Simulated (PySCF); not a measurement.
# BGeH9Si2: the cost of one run

The runs use PySCF 2.14.0, with density-fitted response routines of our own; the level of theory stands in each step. All values are computed, except where a source is named. Atoms are numbered from 0 throughout.

## 1. Starting geometry

13 atoms, charge 0, multiplicity 1; geometry from: PBE0-D3(BJ)/def2-SVP.

Bonds of the start (Å): B0–Si1 1.99, Si1–Si2 2.35, Si1–Ge3 2.39, B0–H4 1.21, B0–H5 1.21, Si1–H6 1.50, Si2–H7 1.50, Si2–H8 1.50, Si2–H9 1.50, Ge3–H10 1.54, Ge3–H11 1.54, Ge3–H12 1.54.

## 2. Nuclear shieldings: PBE0/pcSseg-1

What the job is given:

```
{"job": {"kind": "nmr", "xc": "PBE0", "basis": "pcSseg-1", "pop": false}, "charge": 0, "multiplicity": 1}
B      0.250740     2.012894     0.905436
Si     0.391082     0.571010    -0.465061
Si    -1.361171    -0.962350    -0.134695
Ge     2.379846    -0.692411    -0.042172
H      0.160631     3.184606     0.627573
H      0.256692     1.698844     2.073315
H      0.393986     1.019440    -1.894776
H     -1.247802    -2.088959    -1.111816
H     -2.697800    -0.313349    -0.305830
H     -1.268802    -1.512639     1.252942
H      2.318176    -1.272939     1.383613
H      2.485115    -1.855388    -1.047554
H      3.644477     0.179639    -0.165328
```

Level: GIAO PBE0/pcSseg-1 NMR shielding, non-relativistic, gas phase.

Run with:

```sh
$ OMP_NUM_THREADS=1 python probes_run.py task.json out
```

This one command runs all jobs of the session in turn.

**Question.** How long does this first job take on 1 thread of Arm Neoverse V1, shared host, and how much memory does it need?

About 17 s, with a peak of 0.82 GiB.
